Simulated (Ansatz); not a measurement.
# GaP (zincblende type): the cost of one run

Computed with Ansatz 0.2.0 (DFT PBE, with the methods named in each step, unless a step's input says otherwise).

## (1) The starting structure

It takes space group F-43m (No. 216, cubic). Conventional cell: a = 5.506 Å, b = 5.506 Å, c = 5.506 Å, α = 90.00°, β = 90.00°, γ = 90.00°. Around Ga (site symmetry -43m) lie 4 P at 2.38 Å. Around P (site symmetry -43m) lie 4 Ga at 2.38 Å.

Structure file:

```xyz
4
Lattice="-2.7530 2.7530 0.0000 0.0000 0.0000 5.5060 2.7530 2.7530 0.0000" Properties=species:S:1:pos:R:3 pbc="T T T"
Ga    0.0000    0.0000    0.0000
Ga    0.0000    2.7530    2.7530
P     1.3765    1.3765    1.3765
P    -1.3765    1.3765    4.1295
```

Atoms are numbered in the order of the input: Ga1, Ga2, P3, P4.

## (2) Bulk in the slab's orientation, LAPW

input.yaml reads:

```yaml
crystal:
  lattice:
    - [-2.7529909726, 2.7529909726, 0.0]
    - [0.0, 0.0, 5.5059819451]
    - [2.7529909726, 2.7529909726, 0.0]
  atoms:
    - { symbol: Ga, position: [0.0, 0.0, 0.0] }
    - { symbol: Ga, position: [0.5, 0.5, 0.5] }
    - { symbol: P, position: [0.0, 0.25, 0.5] }
    - { symbol: P, position: [0.5, 0.75, 0.0] }
kpoints:
  mp_grid: { grid: [8, 6, 8] }
scf:
  occupations: { method: fermi_dirac, width: 0.02 }
hamiltonian:
  xc: pbe
  pseudopotentials: { kind: all_electron, lapw: { basis_error: 0.001 } }
output:
  forces: true
  stress: true
  eigenvalues: true
```

Started as:

```
> ansatz run input.yaml --threads 1 --pin off --max-ram 3584MiB --backend cpu --events-out ev --progress --plain --runs-dir out
```

Q: Estimate wall time and peak memory on 1 thread of Intel Xeon Platinum 8488C (Sapphire Rapids), shared host.

About 54 s, with a peak of 0.55 GiB.
